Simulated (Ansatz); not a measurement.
# CH8AlNSi: a ladder of functionals and wavefunction methods

How much do the methods differ for CH8AlNSi? The plan is to run it at one geometry with functionals of several rungs and with coupled cluster. The yardstick is the atomisation energy at the CCSD(T) limit.

Program: Ansatz 0.2.0, Gaussian basis. Level of theory: functionals in def2-TZVPP, the program's frozen cores in correlated methods. These are calculated values, not measurements.

Plan: PBE-D4, r2SCAN-D4, PBE0-D4, B3LYP-D4, ωB97X-V, ωB97M-V, B2PLYP; CCSD(T)/def2-TZVPP; MP2/def2-QZVPP; extrapolation to the limit.

### 1 The relaxed structure

All runs share one geometry, relaxed beforehand with PBE0-D4 in a triple-zeta def2 set.

12 atoms, charge 0, spin multiplicity 1.

Atoms are counted from 1 here; the program's logs count them from 0.

Bond lengths: N1–C2 1.456 Å, N1–H5 1.013 Å, N1–H6 1.012 Å, C2–Si3 1.893 Å, C2–H7 1.096 Å, C2–H8 1.103 Å, Si3–Al4 2.458 Å, Si3–H9 1.493 Å, Si3–H10 1.498 Å, Al4–H11 1.590 Å, Al4–H12 1.592 Å. Angles: C2–N1–H5 111.3°, C2–N1–H6 111.0°, H5–N1–H6 107.2°, N1–C2–Si3 111.4°, N1–C2–H7 108.8°, N1–C2–H8 114.8°, Si3–C2–H7 107.1°, Si3–C2–H8 108.4°, H7–C2–H8 105.9°, C2–Si3–Al4 113.5°, C2–Si3–H9 109.6°, C2–Si3–H10 107.8°, Al4–Si3–H9 110.5°, Al4–Si3–H10 109.2°, H9–Si3–H10 105.9°, Si3–Al4–H11 120.5°, Si3–Al4–H12 121.3°, H11–Al4–H12 118.2°.

As a file:

```mol
CH8AlNSi
  3D, bonds by distance, orders not assigned

 12 11  0  0  0  0  0  0  0  0999 V2000
   -1.4257    1.5554    0.8862 N   0  0
   -0.6896    0.8570   -0.1583 C   0  0
    0.2433   -0.6376    0.5348 Si  0  0
    1.5660   -1.8384   -1.1535 Al  0  0
   -1.8856    2.3812    0.5224 H   0  0
   -0.8052    1.8596    1.6254 H   0  0
   -1.4017    0.4761   -0.8989 H   0  0
    0.0244    1.4830   -0.7190 H   0  0
   -0.7196   -1.5643    1.2005 H   0  0
    1.1557   -0.1456    1.6168 H   0  0
    2.4093   -3.1256   -0.7519 H   0  0
    1.6056   -1.3558   -2.6704 H   0  0
  1  2  8  0
  2  3  8  0
  3  4  8  0
  1  5  8  0
  1  6  8  0
  2  7  8  0
  2  8  8  0
  3  9  8  0
  3 10  8  0
  4 11  8  0
  4 12  8  0
M  END
```

### 2 PBE-D4 (GGA)

File in.yaml:

```yaml
crystal:
  periodic: [false, false, false]
  atoms:
    - {symbol: N, position_ang: [-1.425708, 1.555385, 0.886233]}
    - {symbol: C, position_ang: [-0.689572, 0.857016, -0.158311]}
    - {symbol: Si, position_ang: [0.243293, -0.637619, 0.534828]}
    - {symbol: Al, position_ang: [1.566008, -1.838442, -1.153533]}
    - {symbol: H, position_ang: [-1.885645, 2.381243, 0.522437]}
    - {symbol: H, position_ang: [-0.805207, 1.859583, 1.625393]}
    - {symbol: H, position_ang: [-1.401721, 0.476076, -0.898942]}
    - {symbol: H, position_ang: [0.024426, 1.482992, -0.719015]}
    - {symbol: H, position_ang: [-0.719629, -1.564289, 1.200488]}
    - {symbol: H, position_ang: [1.155730, -0.145626, 1.616842]}
    - {symbol: H, position_ang: [2.409285, -3.125580, -0.751888]}
    - {symbol: H, position_ang: [1.605642, -1.355839, -2.670431]}
basis:
  gaussian: {orbitals: def2-TZVPP}
hamiltonian: {xc: pbe, dispersion: d4}
output: {forces: true, orbitals: {seedname: orbitals}}
```

On the command line:

```console
$ ansatz run in.yaml --threads 4 --pin off --events-out ev --progress --plain --max-ram 10444MiB
```

The runs that follow: r2SCAN-D4 (meta-GGA); PBE0-D4 (hybrid); B3LYP-D4 (hybrid); ωB97X-V (range-separated); ωB97M-V (range-separated); B2PLYP (double hybrid); CCSD(T) in def2-TZVPP; MP2 in def2-QZVPP.

Before running them: what should the planned runs give, taken together? Wanted: atomisation energy, CCSD(T)/CBS; farthest; mean size of error, hybrid; mean size of error, range-separated; gap, smallest and largest; T1 diagnostic; triples share of the correlation energy.

**Answer**, as computed:

```
                               quantity                                 value
        atomisation energy, CCSD(T)/CBS                         3725.7 kJ/mol
 functionals within 18.6 kJ/mol (0.5 %)  PBE-D4, r2SCAN-D4, B3LYP-D4, ωB97M-V
                               farthest                 B2PLYP (-54.0 kJ/mol)
             mean size of error, hybrid                           13.2 kJ/mol
    mean size of error, range-separated                           13.9 kJ/mol
              gap, smallest and largest   2.69 eV (PBE-D4), 9.20 eV (ωB97X-V)
                          T1 diagnostic                                0.0111
triples share of the correlation energy                                 3.5 %
```

PBE-D4 misses by +13.2 kJ/mol. Double hybrids carry the basis error of their MP2 part in triple zeta, and no dispersion term here, so their miss is partly the set-up's. The reference freezes the cores and leaves out relativity and excitations past (T), so misses under about 18.6 kJ/mol can't be ranked. Hartree-Fock recovers 73 % of the binding; the rest is correlation. The gap grows from 2.7 to 9.2 eV across the functionals, mostly with the share of exact exchange.
